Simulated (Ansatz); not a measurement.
Runs of Ansatz 0.2.0 on SiNi2. The structure is orthorhombic, space group Pnma (No. 62). Conventional cell: a = 4.990 Å, b = 3.720 Å, c = 7.030 Å, α = 90.00°, β = 90.00°, γ = 90.00°. Ni (site symmetry m) has 4 Si at 2.28 to 2.33 Å and 4 Ni at 2.53 to 2.62 Å as nearest neighbours. Ni (site symmetry m) is surrounded by 5 Si at 2.34 to 2.57 Å and 6 Ni at 2.53 to 2.62 Å. Around Si (site symmetry m) lie 9 Ni at 2.28 to 2.57 Å. 

```tsv
task	level	cell	smearing	points for each segment of the path	gap on the mesh (eV)	pressure (GPa)	moment (μB)	relaxed volume (Å³/atom)	largest force (eV/Å)
relaxation of cell and atoms	PBEsol+D3(BJ)	relaxed	fermi-dirac 0.05 eV	-	none	0.0	0.00	10.28	-
band structure	LDA	as given	fermi-dirac 0.05 eV	10	none	-10.6	0.00	-	(a)
relaxation of cell and atoms	BLYP	relaxed	fermi-dirac 0.05 eV	-	none	0.0	0.00	(b)	-
single point	PBE	as given	gaussian 0.014 eV	-	none	3.4	0.12	-	0.36
```

Alike in all rows: potentials or basis Ansatz PAW; spin collinear, ferromagnetic start; k mesh 6 × 7 × 4; cutoff (eV) 420.

Estimate the missing entries.

(a) 0.35; (b) 11.97.

Caveats: the starting moments weren't kept; the PAW data sets come from PBE, with cores solved anew for the run's functional, which leaves a small shift of forces and pressure (some runs); the plane-wave basis is chosen anew once the cell has moved, so the energies of steps on either side of that aren't comparable (some runs); pairwise dispersion overbinds metals, which lowers pressure and volume (some runs); the volume moved by +10 % from the deposited cell, more than functionals usually miss (some runs).

A gap of «none» marks a metal or a gap under the smearing width.
